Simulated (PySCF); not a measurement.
# C6H3ClF2: the cost of one run

Computed with PySCF 2.14.0 and routines of our own; the level stands in each step. Atoms count from 0.

## Step 1: The starting structure

12 atoms, charge 0, multiplicity 1; geometry from: GFN2-xTB.

## Step 2: Optimising the geometry at B3LYP/def2-SVP

The job: settings as JSON, then the geometry in Å.

```
{"job": {"xc": "B3LYP", "basis": "def2-SVP", "grid": 1, "kind": "geom"}, "charge": 0, "multiplicity": 1}
C      0.540275    -1.841843     0.305491
C     -0.108854    -0.692380     0.292317
C     -1.368880    -0.153103     0.829614
F     -2.322033    -0.711545     1.559053
C     -1.185021     1.080616     0.313250
C      0.099431     0.671904    -0.282263
C      1.036114     1.256939    -1.012094
F      0.942447     2.541272    -1.389615
Cl     2.467195     0.501773    -1.576135
H      0.140121    -2.700861     0.816952
H      1.486041    -1.957567    -0.193762
H     -1.725636     2.004107     0.311165
```

Started as:

```
> OMP_NUM_THREADS=1 python excited_run.py task.json out
```

This one command runs all jobs of the session in turn.

**Question.** How long does this first job take on 1 thread of Arm Neoverse V1, shared host, and how much memory does it need?

About 77 s, with a peak of 0.66 GiB.
